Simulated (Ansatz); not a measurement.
**InH₂+ (singlet): wave-function methods side by side at distance In1–H2 = 1.816 Å, def2-TZVPP**

Aim: climb from Hartree-Fock through coupled cluster and multireference methods for InH₂+ (singlet) at one geometry and basis, and see what each rung misses.

Computed with Ansatz 0.2.0, Gaussian basis. Level: def2-TZVPP, core rule «outside noble gas», up to 9 orbitals frozen.

To be run: UHF; CCSD(T) on RHF; BCCD(T) on RHF; CCSDT(Q) on RHF; CASSCF and NEVPT2, 2 electrons in 2 orbitals; Full CI.

31 further runs of the same task are left out: 12 for a known fault of the program, 1 for a mislabelled method, 14 that didn't finish, 4 set aside as unsound or not needed.

### 1 What is computed

The geometry derives from a PBE0/def2-TZVP stationary point (not a proven minimum). One bond is set to the value named and the two fragments are kept rigid. No spin-orbit coupling is included. Elements past krypton take def2 core potentials.

3 atoms, charge 1, spin multiplicity 1.

Atoms are counted from 1 here; the program's logs count them from 0.

Bond lengths: In1–H2 1.816 Å, In1–H3 1.665 Å. Angles: H2–In1–H3 180.0°.

### 2 UHF

in.yaml reads:

```yaml
crystal:
  periodic: [false, false, false]
  atoms:
    - {symbol: In, position_ang: [0.000000, 0.000000, 0.050200]}
    - {symbol: H, position_ang: [0.000000, 0.000000, -1.765800]}
    - {symbol: H, position_ang: [0.000000, 0.000000, 1.715600]}
basis:
  gaussian: {orbitals: def2-TZVPP}
total_charge: 1
magnetization: {spin_polarized: true, initial_magnetization: 0}
hamiltonian: {xc: hf}
output: {orbitals: {seedname: orbitals}}
```

Run with:

```console
$ ansatz run in.yaml --threads 1 --pin off --events-out ev --progress --plain --max-ram 2393MiB
```

After this run come: CCSD(T) on RHF; BCCD(T) on RHF; CCSDT(Q) on RHF; CASSCF and NEVPT2, 2 electrons in 2 orbitals; Full CI.

Before running them: what should the planned runs give, taken together? Wanted: FCI below the RHF energy; RMP2 from FCI; RCCSD from FCI; RCCSD(T) from FCI; RCCSDT(Q) from FCI; NEVPT2 pair from FCI; T1 diagnostic; effectively unpaired electrons.

The runs gave:

| quantity | value |
| --- | --- |
| FCI below the RHF energy | -1.9998 eV |
| RMP2 from FCI | +475.4 meV |
| RCCSD from FCI | +30.8 meV |
| RCCSD(T) from FCI | +8.1 meV |
| RCCSDT(Q) from FCI | +0.2 meV |
| NEVPT2 pair from FCI | +408.4 meV |
| levels within 1 kcal/mol (43 meV) | RCCSD, RCCSD(T), BCCD(T), RCCSDT, RCCSDT(Q) |
| T1 diagnostic | 0.012 |
| effectively unpaired electrons | 0.04 |

What this shows: RCCSD(T) lands +8.1 meV from the yardstick (0.4 % of the correlation energy). One determinant dominates. These misses are within one basis, not against nature.
